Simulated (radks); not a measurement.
# Ionisation of Tm³⁺: one atom, several choices of relativity

How much does the choice of relativity matter for taking an electron from Tm³⁺? Both Tm³⁺ ([Xe] 4f12) and Tm⁴⁺ ([Xe] 4f11) are run for each choice.

Method: Kohn-Sham, PBE, spin-unpolarised, spherical densities. Code: radks (a radial shooting solver on a logarithmic mesh, Libxc functionals) version 1.

## 1. The system

| Item | Value |
| --- | --- |
| element | thulium (Z = 69) |
| charge | +3 |
| electrons | 66 |
| configuration | [Xe] 4f12 |
| ion | Tm⁴⁺, [Xe] 4f11 |
| choices | non-relativistic; scalar-relativistic; Dirac, 2j+1 shares; Dirac, low j first; scalar-relativistic, finite nucleus; Dirac, 2j+1 shares, finite nucleus; Dirac, c × 1.5; Dirac, c × 0.75; Dirac, c × 5 |

## 2. non-relativistic: Tm³⁺

Settings of this run:

```text
Z 69
configuration [Xe] 4f12 6s0 5d0
relativity non-relativistic
functional pbe,pbe
spin unpolarised
nucleus point
```

## 3. non-relativistic: Tm⁴⁺

Settings of this run:

```text
Z 69
configuration [Xe] 4f11
relativity non-relativistic
functional pbe,pbe
spin unpolarised
nucleus point
```

## 4. scalar-relativistic: Tm³⁺

Settings of this run:

```text
Z 69
configuration [Xe] 4f12 6s0 5d0
relativity scalar-relativistic
functional pbe,pbe
spin unpolarised
nucleus point
c 137.035999084
```

## 5. scalar-relativistic: Tm⁴⁺

Settings of this run:

```text
Z 69
configuration [Xe] 4f11
relativity scalar-relativistic
functional pbe,pbe
spin unpolarised
nucleus point
c 137.035999084
```

## 6. Dirac, 2j+1 shares: Tm³⁺

Settings of this run:

```text
Z 69
configuration [Xe] 4f12 6s0 5d0
relativity Dirac
functional pbe,pbe
spin unpolarised
j_filling average
nucleus point
c 137.035999084
```

## 7. Dirac, 2j+1 shares: Tm⁴⁺

Changes since step 6:

```diff
@@ -1,3 +1,3 @@
 Z 69
-configuration [Xe] 4f12 6s0 5d0
+configuration [Xe] 4f11
 relativity Dirac
```

## 8. Dirac, low j first: Tm³⁺

Settings of this run:

```text
Z 69
configuration [Xe] 4f12 6s0 5d0
relativity Dirac
functional pbe,pbe
spin unpolarised
j_filling energy
nucleus point
c 137.035999084
```

## 9. Dirac, low j first: Tm⁴⁺

Changes since step 8:

```diff
@@ -1,3 +1,3 @@
 Z 69
-configuration [Xe] 4f12 6s0 5d0
+configuration [Xe] 4f11
 relativity Dirac
```

## 10. scalar-relativistic, finite nucleus: Tm³⁺

Settings of this run:

```text
Z 69
configuration [Xe] 4f12 6s0 5d0
relativity scalar-relativistic
functional pbe,pbe
spin unpolarised
nucleus finite rms 5.2256 fm
c 137.035999084
```

## 11. scalar-relativistic, finite nucleus: Tm⁴⁺

Changes since step 10:

```diff
@@ -1,3 +1,3 @@
 Z 69
-configuration [Xe] 4f12 6s0 5d0
+configuration [Xe] 4f11
 relativity scalar-relativistic
```

## 12. Dirac, 2j+1 shares, finite nucleus: Tm³⁺

Settings of this run:

```text
Z 69
configuration [Xe] 4f12 6s0 5d0
relativity Dirac
functional pbe,pbe
spin unpolarised
j_filling average
nucleus finite rms 5.2256 fm
c 137.035999084
```

## 13. Dirac, 2j+1 shares, finite nucleus: Tm⁴⁺

Changes since step 12:

```diff
@@ -1,3 +1,3 @@
 Z 69
-configuration [Xe] 4f12 6s0 5d0
+configuration [Xe] 4f11
 relativity Dirac
```

## 14. Dirac, c × 1.5: Tm³⁺

Settings of this run:

```text
Z 69
configuration [Xe] 4f12 6s0 5d0
relativity Dirac
functional pbe,pbe
spin unpolarised
j_filling average
nucleus point
c 205.554
```

## 15. Dirac, c × 1.5: Tm⁴⁺

Changes since step 14:

```diff
@@ -1,3 +1,3 @@
 Z 69
-configuration [Xe] 4f12 6s0 5d0
+configuration [Xe] 4f11
 relativity Dirac
```

## 16. Dirac, c × 0.75: Tm³⁺

Settings of this run:

```text
Z 69
configuration [Xe] 4f12 6s0 5d0
relativity Dirac
functional pbe,pbe
spin unpolarised
j_filling average
nucleus point
c 102.777
```

## 17. Dirac, c × 0.75: Tm⁴⁺

Changes since step 16:

```diff
@@ -1,3 +1,3 @@
 Z 69
-configuration [Xe] 4f12 6s0 5d0
+configuration [Xe] 4f11
 relativity Dirac
```

## 18. Dirac, c × 5: Tm³⁺

Settings of this run:

```text
Z 69
configuration [Xe] 4f12 6s0 5d0
relativity Dirac
functional pbe,pbe
spin unpolarised
j_filling average
nucleus point
c 685.18
```

## 19. Dirac, c × 5: Tm⁴⁺

Changes since step 18:

```diff
@@ -1,3 +1,3 @@
 Z 69
-configuration [Xe] 4f12 6s0 5d0
+configuration [Xe] 4f11
 relativity Dirac
```

Q: Predict the outcome of this session. Wanted: for each run, relativity; E(Tm³⁺); Δ-SCF; −ε(HOMO); <r> HOMO; error.

As calculated:

| relativity | E(Tm³⁺) (hartree) | Δ-SCF (eV) | −ε(HOMO) (eV) | <r> HOMO (bohr) | error (eV) |
| --- | --- | --- | --- | --- | --- |
| non-relativistic | -12942.1503 | 51.388 | 40.644 | 0.7192 | +8.98 |
| scalar-relativistic | -13565.8165 | 46.059 | 35.740 | 0.7488 | +3.65 |
| Dirac, 2j+1 shares | -13580.5134 | 45.930 | 35.122 | 0.7552 | +3.52 |
| Dirac, low j first | -13580.5535 | 45.286 | 35.058 | 0.7558 | +2.88 |
| scalar-relativistic, finite nucleus | -13564.3534 | 46.061 | 35.743 | 0.7487 | +3.65 |
| Dirac, 2j+1 shares, finite nucleus | -13579.0393 | 45.932 | 35.125 | 0.7552 | +3.52 |
| Dirac, c × 1.5 | -13204.9840 | 48.948 | 38.151 | 0.7341 | +6.54 |
| Dirac, c × 0.75 | -14231.6111 | 41.798 | 31.103 | 0.7911 | -0.61 |
| Dirac, c × 5 | -12964.6508 | 51.168 | 40.417 | 0.7205 | +8.76 |

In words: The NIST Atomic Spectra Database lists 42.41 eV (semi-empirical). The smallest miss is that of Dirac, low j first (+2.88 eV), the largest that of non-relativistic (+8.98 eV). Runs with a scaled speed of light are not ranked. The ionisation energies span 9.59 eV, the total energies of Tm³⁺ 35088 eV (scaled speeds of light included): most of the change in the total cancels in the difference. From the non-relativistic level to Dirac, 2j+1 shares, finite nucleus the 1s level goes from -55113 to -59236 eV and the ionisation energy moves by -5.46 eV. Levels marked c × scale the speed of light and are no model of nature. Spin polarisation and multiplet splitting of open shells are left out at every level.
